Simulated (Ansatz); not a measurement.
The same calculation of CH₃IOSi, SMILES I[SiH]1CO1 as a Python script and as an input file (the Ansatz DFT code, driven from Python).

`ch3iosi_energy.py`:
```python
"""Electronic structure of the CH3IOSi molecule."""

from dataclasses import dataclass

import ansatz as az
from ase import Atoms
import numpy as np


@dataclass(frozen=True)
class Settings:
    basis_set: str = "def2-SVP"
    xc: str = "r2scan0"


cfg = Settings()

atoms = Atoms(["I", "Si", "C", "O", "H", "H", "H"], positions=[
    [1.1466, -2.0873, -1.5218],
    [-0.2226, -0.8129, 0.0603],
    [-0.1106, 1.0226, -0.0165],
    [0.8299, 0.2665, 0.8576],
    [-1.0862, -1.5107, 1.0247],
    [0.3642, 1.4662, -0.8916],
    [-0.8602, 1.5876, 0.4417],
])
molecule = az.Crystal.molecule_from_ase(atoms)

base = molecule.calculation().basis(gaussian=cfg.basis_set).functional(cfg.xc).forces()
summary = base.session().plan(threads=1).execute().report

print("reference energy %16.6f eV" % summary["reference_energy_ev"])
print("total energy     %16.6f eV" % summary["free_energy_ev"])
print("occupied (up, down):", summary["n_occupied"], " virtual:", summary["n_virtual"], " frozen:", summary["n_frozen"])

symbols = [site.symbol for site in molecule.cartesian_sites]
forces = np.array(summary["forces_ev_ang"])
print("largest force", round(float(np.linalg.norm(forces, axis=1).max()), 4), "eV/A, rms", round(float(np.sqrt((forces ** 2).mean())), 4))

charges = summary["charge_distribution"]
dipole = np.array(charges["dipole_moment_e_ang"]) * 4.803205
print("dipole (D): {:.3f} {:.3f} {:.3f}, length {:.3f}".format(*dipole, np.linalg.norm(dipole)))
print("atom  Mulliken   Lowdin")
for symbol, m, l in zip(symbols, charges["mulliken_charges_e"], charges["lowdin_charges_e"]):
    print(f"{symbol:4s} {m:9.3f} {l:8.3f}")
```

```console
$ python ch3iosi_energy.py
reference energy    -19105.966898 eV
total energy        -19105.966898 eV
occupied (up, down): [28, 28]  virtual: [59, 59]  frozen: 0
largest force 3.0543 eV/A, rms 0.961
dipole (D): -2.205 0.029 -0.679, length 2.307
atom  Mulliken   Lowdin
I       -0.171    0.060
Si       0.495    0.124
C        0.024   -0.005
O       -0.497   -0.103
H       -0.026   -0.058
H        0.095    0.002
H        0.079   -0.020
```

`input.yaml`:
```yaml
crystal:
  periodic: [false, false, false]
  atoms:
    - { symbol: I, position_ang: [1.1466, -2.0873, -1.5218] }
    - { symbol: Si, position_ang: [-0.2226, -0.8129, 0.0603] }
    - { symbol: C, position_ang: [-0.1106, 1.0226, -0.0165] }
    - { symbol: O, position_ang: [0.8299, 0.2665, 0.8576] }
    - { symbol: H, position_ang: [-1.0862, -1.5107, 1.0247] }
    - { symbol: H, position_ang: [0.3642, 1.4662, -0.8916] }
    - { symbol: H, position_ang: [-0.8602, 1.5876, 0.4417] }
basis:
  gaussian: { orbitals: def2-SVP }
hamiltonian:
  xc: r2scan0
output:
  forces: true
```

On the command line:
```console
$ ansatz run input.yaml --threads 1 --pin off --max-ram 4096MiB --backend cpu --events-out ev --progress --plain --runs-dir out
Engine: ansatz 0.2.0, aarch64-unknown-linux-gnu
Functional definition: r2SCAN0
  parameter a = 0.25
  parameter k0 = 0.174
  parameter k1 = 0.065
  parameter a1 = 4.9479
  exchange = (1 - a)*r2scan_x(k0 = k0, k1 = k1, a1 = a1) + a*exact_x
  correlation = r2scan_c
929 factors; integrals over basis functions are off by at most 1.1e-3 eV
mean field evaluation 1: about -19101.5121 eV, gradient 4.3e1 eV
mean field evaluation 2: about -19087.3121 eV, gradient 9.0e1 eV
mean field evaluation 4: about -19105.7987 eV, gradient 6.1e0 eV
mean field evaluation 8: about -19105.9668 eV, gradient 1.6e-1 eV
mean field evaluation 16: about -19105.9669 eV, gradient 3.2e-5 eV
mean field -19105.96689095 eV, -702.1313327528 hartree, gradient 3.2e-5 eV, S^2 0.000000; 0 other end points of the search recorded, 0 dependent functions left out
the calculation of the forces begins
reference -19105.96689759 eV, -702.1313329970 hartree; 28, 28 occupied and 59, 59 virtual orbitals, 929 factors
Total energy: -19105.96689759 eV, -702.1313329970 hartree
Atom 0 at     1.146600    -2.087300    -1.521800 Å, force    -0.522899    -0.005853     0.209400 eV/Å
Atom 1 at    -0.222600    -0.812900     0.060300 Å, force     1.405572     0.864417     0.301494 eV/Å
Atom 2 at    -0.110600     1.022600    -0.016500 Å, force     1.651372    -2.454382    -0.760272 eV/Å
Atom 3 at     0.829900     0.266500     0.857600 Å, force    -1.367141     0.527564    -0.671474 eV/Å
Atom 4 at    -1.086200    -1.510700     1.024700 Å, force    -0.138964    -0.317363    -0.265956 eV/Å
Atom 5 at     0.364200     1.466200    -0.891600 Å, force     0.072435     0.146545     0.016317 eV/Å
Atom 6 at    -0.860200     1.587600     0.441700 Å, force    -1.100374     1.239073     1.170491 eV/Å
Dipole moment:    -0.459042     0.006119    -0.141311 e Å
```

Caveats:
- Total energies depend on the basis set; only differences at equal settings carry meaning.
- The geometry is a force-field or estimated start, not a minimum of this method, and the basis set is short of its limit.
- def2 sets replace the cores of elements past krypton by effective core potentials.
- The Löwdin charges here are taken after orthogonalising the functions within each atom; they differ from plain Löwdin charges, and their signs can be unphysical.
- Wall time of the script: 9 s on 1 thread of Arm Neoverse V1, on a shared host, peak memory 0.26 GiB.

(Lines on the test bed's own set-up are left out of the output.)
